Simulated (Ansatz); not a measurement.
# BH5OSi2: small, medium and large basis sets

How large a basis does BH5OSi2 need? Two functionals are run in growing sets.

The runs use Ansatz 0.2.0, Gaussian basis; one geometry, several basis sets.

Levels to be run: PBE0-D4/def2-SVP; ωB97M-V/def2-SVP; PBE0-D4/def2-QZVPP; ωB97M-V/def2-QZVPP; the functionals' def2-TZVPP values are taken from earlier runs.

## (1) The relaxed structure

An earlier PBE0-D4 in a triple-zeta def2 set relaxation fixed the geometry.

SMILES `[SiH3][SiH]1BO1`, 9 atoms, charge 0, spin multiplicity 1.

Atoms are counted from 1 here; the program's logs count them from 0.

Bond lengths: Si1–Si2 2.331 Å, Si1–H5 1.488 Å, Si1–H6 1.486 Å, Si1–H7 1.488 Å, Si2–B3 1.908 Å, Si2–O4 1.769 Å, Si2–H8 1.487 Å, B3–O4 1.335 Å, B3–H9 1.190 Å. Angles: Si2–Si1–H5 108.5°, Si2–Si1–H6 109.2°, Si2–Si1–H7 111.6°, H5–Si1–H6 109.3°, H5–Si1–H7 108.7°, H6–Si1–H7 109.5°, Si1–Si2–B3 125.2°, Si1–Si2–O4 112.1°, Si1–Si2–H8 113.3°, B3–Si2–O4 42.4°, B3–Si2–H8 120.9°, O4–Si2–H8 109.8°, Si2–B3–O4 63.2°, Si2–B3–H9 165.0°, O4–B3–H9 131.8°, Si2–O4–B3 74.4°.

## (2) PBE0-D4 in def2-SVP

in.yaml reads:

```yaml
crystal:
  periodic: [false, false, false]
  atoms:
    - {symbol: Si, position_ang: [-0.645474, 0.995388, -1.135418]}
    - {symbol: Si, position_ang: [0.112226, -0.860228, 0.055217]}
    - {symbol: B, position_ang: [0.582848, -0.864767, 1.904157]}
    - {symbol: O, position_ang: [1.529975, -0.483295, 1.043835]}
    - {symbol: H, position_ang: [-1.967347, 0.665198, -1.733359]}
    - {symbol: H, position_ang: [-0.799820, 2.143749, -0.205468]}
    - {symbol: H, position_ang: [0.293956, 1.365378, -2.227782]}
    - {symbol: H, position_ang: [0.398086, -2.037296, -0.807428]}
    - {symbol: H, position_ang: [0.583952, -0.970427, 3.089046]}
basis:
  gaussian: {orbitals: def2-SVP}
hamiltonian: {xc: pbe0, dispersion: d4}
output: {orbitals: {seedname: orbitals}}
```

The run is started by

```
> ansatz run in.yaml --threads 2 --pin off --events-out ev --progress --plain --max-ram 4352MiB
```

The program printed:

```text
Functional definition: PBE0
  name "PBE0"
  cite "Adamo & Barone, J. Chem. Phys. 110, 6158 (1999) doi:10.1063/1.478522"
  cite "Perdew, Burke & Ernzerhof, Phys. Rev. Lett. 77, 3865 (1996) doi:10.1103/PhysRevLett.77.3865"
  parent pbe
  parameter a = 0.25
  parameter kappa = 0.804
  parameter beta = 0.06672455060314922
  exchange = (1 - a)*pbe_x(kappa = kappa, mu = beta*pi^2/3) + a*exact_x
  correlation = pbe_c(beta = beta)
979 factors; their error is unknown
mean field evaluation 1: about -18539.0616 eV, gradient 4.3e1 eV
mean field evaluation 2: about -18523.5622 eV, gradient 9.6e1 eV
mean field evaluation 4: about -18542.8987 eV, gradient 3.5e0 eV
mean field evaluation 8: about -18542.9336 eV, gradient 1.9e-2 eV
mean field evaluation 16: about -18543.0340 eV, gradient 6.5e-5 eV
mean field -18543.03395148 eV, -681.4439287971 hartree, gradient 6.5e-5 eV, S^2 0.000000; 0 other end points of the search recorded, 0 dependent functions left out
reference -18543.03397910 eV, -681.4439298122 hartree; 23, 23 occupied and 66, 66 virtual orbitals, 979 factors
Total energy: -18543.19114127 eV, -681.4497054152 hartree
```

Run time: 1.1 s. Hardware: 2 threads of Arm Neoverse V2, shared host.

## (3) ωB97M-V in def2-SVP

in.yaml, as its differences from that of step 2:

```diff
@@ -14,3 +14,3 @@
   gaussian: {orbitals: def2-SVP}
-hamiltonian: {xc: pbe0, dispersion: d4}
+hamiltonian: {xc: {name: wB97M-V}}
 output: {orbitals: {seedname: orbitals}}
```

The command is unchanged.

The program printed, shortened:

```text
Functional definition: wB97M-V
  name "wB97M-V"
  cite "Mardirossian & Head-Gordon, J. Chem. Phys. 144, 214110 (2016) doi:10.1063/1.4952647"
  cite "Becke, J. Chem. Phys. 107, 8554 (1997) doi:10.1063/1.475007"
  cite "Vydrov & Van Voorhis, J. Chem. Phys. 133, 244103 (2010) doi:10.1063/1.3521275"
  # Of w^i u^j: cxij and so on, Table III.
[...]
  gx(w, u) = 1 - cx + cx01*u + cx10*w
  gss(w, u) = css00 + css04*u^4 + css10*w + css20*w^2 + css43*w^4*u^3
  gos(w, u) = cos00 + cos10*w + (cos20 + cos21*u)*w^2 + (cos60 + cos61*u)*w^6
[...]
      + integral(e_c_pw_mod_opposite_spin*gos(b97_w_opposite, b97_u_opposite)) + vv10(b, c)
979 factors; their error is unknown
312 factors; integrals over basis functions are off by at most 1.2e-5 eV
[...]
mean field -18550.45141757 eV, -681.7165156481 hartree, gradient 4.9e-5 eV, S^2 0.000000; 0 other end points of the search recorded, 0 dependent functions left out
reference -18550.45146319 eV, -681.7165173246 hartree; 23, 23 occupied and 66, 66 virtual orbitals, 979 factors
Total energy: -18550.45146319 eV, -681.7165173246 hartree
```

Run time: 4.8 s. Hardware: 2 threads of Arm Neoverse V2, shared host.

## (4) PBE0-D4 in def2-QZVPP

in.yaml, as its differences from that of step 3:

```diff
@@ -13,4 +13,4 @@
 basis:
-  gaussian: {orbitals: def2-SVP}
-hamiltonian: {xc: {name: wB97M-V}}
+  gaussian: {orbitals: "def2-QZVPP.json"}
+hamiltonian: {xc: pbe0, dispersion: d4}
 output: {orbitals: {seedname: orbitals}}
```

The command is unchanged.

The program printed:

```text
Functional definition: PBE0
  name "PBE0"
  cite "Adamo & Barone, J. Chem. Phys. 110, 6158 (1999) doi:10.1063/1.478522"
  cite "Perdew, Burke & Ernzerhof, Phys. Rev. Lett. 77, 3865 (1996) doi:10.1103/PhysRevLett.77.3865"
  parent pbe
  parameter a = 0.25
  parameter kappa = 0.804
  parameter beta = 0.06672455060314922
  exchange = (1 - a)*pbe_x(kappa = kappa, mu = beta*pi^2/3) + a*exact_x
  correlation = pbe_c(beta = beta)
1447 factors; their error is unknown
mean field evaluation 1: about -18547.2170 eV, gradient 5.3e1 eV
mean field evaluation 2: about -18525.0782 eV, gradient 1.2e2 eV
mean field evaluation 4: about -18552.4802 eV, gradient 5.0e0 eV
mean field evaluation 8: about -18552.5485 eV, gradient 2.1e-1 eV
mean field evaluation 16: about -18552.5485 eV, gradient 2.2e-5 eV
mean field -18552.54852970 eV, -681.7935830975 hartree, gradient 2.2e-5 eV, S^2 0.000000; 0 other end points of the search recorded, 0 dependent functions left out
reference -18552.54857472 eV, -681.7935847520 hartree; 23, 23 occupied and 381, 381 virtual orbitals, 1447 factors
Total energy: -18552.70573689 eV, -681.7993603551 hartree
```

It took 10 s on 2 threads of Arm Neoverse V2, shared host; peak memory 1.1 GiB.

## (5) ωB97M-V in def2-QZVPP

in.yaml, as its differences from that of step 4:

```diff
@@ -14,3 +14,3 @@
   gaussian: {orbitals: "def2-QZVPP.json"}
-hamiltonian: {xc: pbe0, dispersion: d4}
+hamiltonian: {xc: {name: wB97M-V}}
 output: {orbitals: {seedname: orbitals}}
```

Same command.

The program printed, shortened:

```text
Functional definition: wB97M-V
  name "wB97M-V"
  cite "Mardirossian & Head-Gordon, J. Chem. Phys. 144, 214110 (2016) doi:10.1063/1.4952647"
  cite "Becke, J. Chem. Phys. 107, 8554 (1997) doi:10.1063/1.475007"
  cite "Vydrov & Van Voorhis, J. Chem. Phys. 133, 244103 (2010) doi:10.1063/1.3521275"
  # Of w^i u^j: cxij and so on, Table III.
[...]
  gx(w, u) = 1 - cx + cx01*u + cx10*w
  gss(w, u) = css00 + css04*u^4 + css10*w + css20*w^2 + css43*w^4*u^3
  gos(w, u) = cos00 + cos10*w + (cos20 + cos21*u)*w^2 + (cos60 + cos61*u)*w^6
[...]
      + integral(e_c_pw_mod_opposite_spin*gos(b97_w_opposite, b97_u_opposite)) + vv10(b, c)
1407 factors; their error is unknown
363 factors; integrals over basis functions are off by at most 1.2e-5 eV
[...]
mean field -18560.05028766 eV, -682.0692676175 hartree, gradient 4.8e-5 eV, S^2 0.000000; 0 other end points of the search recorded, 0 dependent functions left out
reference -18560.05036148 eV, -682.0692703304 hartree; 23, 23 occupied and 381, 381 virtual orbitals, 1407 factors
Total energy: -18560.05036148 eV, -682.0692703304 hartree
```

Run time: 24 s. Hardware: 2 threads of Arm Neoverse V2, shared host; peak memory 1.4 GiB.

## (6) Functionals by basis

The def2-TZVPP values come from earlier runs at the same geometry.

| functional | basis | functions | energy (eV) | from the largest (eV) | HOMO (eV) | LUMO (eV) |
| --- | --- | --- | --- | --- | --- | --- |
| PBE0-D4 | def2-SVP | 89 | -18543.1911 | 9.515 | -6.98 | -0.99 |
| PBE0-D4 | def2-TZVPP | 216 | -18552.0135 | 0.692 | -6.97 | -1.18 |
| PBE0-D4 | def2-QZVPP | 404 | -18552.7057 | 0.000 | -6.98 | -1.23 |
| ωB97M-V | def2-SVP | 89 | -18550.4515 | 9.599 | -9.02 | 0.96 |
| ωB97M-V | def2-TZVPP | 216 | -18559.4040 | 0.646 | -9.04 | 0.65 |
| ωB97M-V | def2-QZVPP | 404 | -18560.0504 | 0.000 | -9.05 | 0.52 |

## (7) Summary of results

```
                                       quantity          value
PBE0-D4: double and triple zeta above quadruple  9.51, 0.69 eV
ωB97M-V: double and triple zeta above quadruple  9.60, 0.65 eV
```

What this shows: PBE0-D4 gains 8.82 eV from double to triple zeta, then 0.69 eV more. These are total energies; as a rule much of such shifts cancels in differences, which this series doesn't test.

For PBE0-D4 the largest set took about 9 times as long as the smallest (10 s against 1.1 s).
